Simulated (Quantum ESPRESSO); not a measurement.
**HPbNO4 in Quantum ESPRESSO: the effect of functional**

The system is HPbNO4.

```
CELL_PARAMETERS angstrom
4.12040 -0.00081 -0.01120
0.00404 6.42722 0.05360
0.02791 3.20707 7.74994
ATOMIC_POSITIONS crystal
H 0.90366 0.21821 0.48851
H 0.40337 0.78177 0.51142
Pb 0.39455 0.30863 0.70725
Pb 0.89489 0.69135 0.29266
N 0.63409 0.19990 0.20730
N 0.13386 0.80012 0.79275
O 0.90829 0.32866 0.54369
O 0.53792 0.39076 0.19497
O 0.53483 0.11279 0.10602
O 0.83718 0.08887 0.32672
O 0.40817 0.67132 0.45624
O 0.03774 0.60924 0.80520
O 0.03429 0.88737 0.89397
O 0.33716 0.91101 0.67330
```

The cell was built by a generator and needn't be a form met in nature.

Alike in all runs:

- Program: Quantum ESPRESSO 7.5
- Task: band structure
- Potentials or basis: SG15 PBE 1.2
- Cutoff: 1197 eV
- Density cutoff: 4789 eV
- k mesh: 5 × 4 × 3
- Occupations: fermi-dirac, width 0.05 eV
- Spin: no spin polarisation

```csv
functional,gap on the mesh (eV),pressure (GPa),largest force (eV/Å)
LDA,3.23,-3.7,0.69
PBEsol,?,?,?
r2SCAN,3.77,-3.4,0.49
```

Task: What does the run with functional PBEsol give?

Result: gap on the mesh 3.27 eV; pressure -1.9 GPa; largest force 0.32 eV/Å.

Caveats: the potentials were made for another functional, which shifts forces and pressure; spin-orbit coupling is left out, which as a rule narrows the gap of such compounds by several tenths of an eV.

Runs at the PBE level aren't shown here.
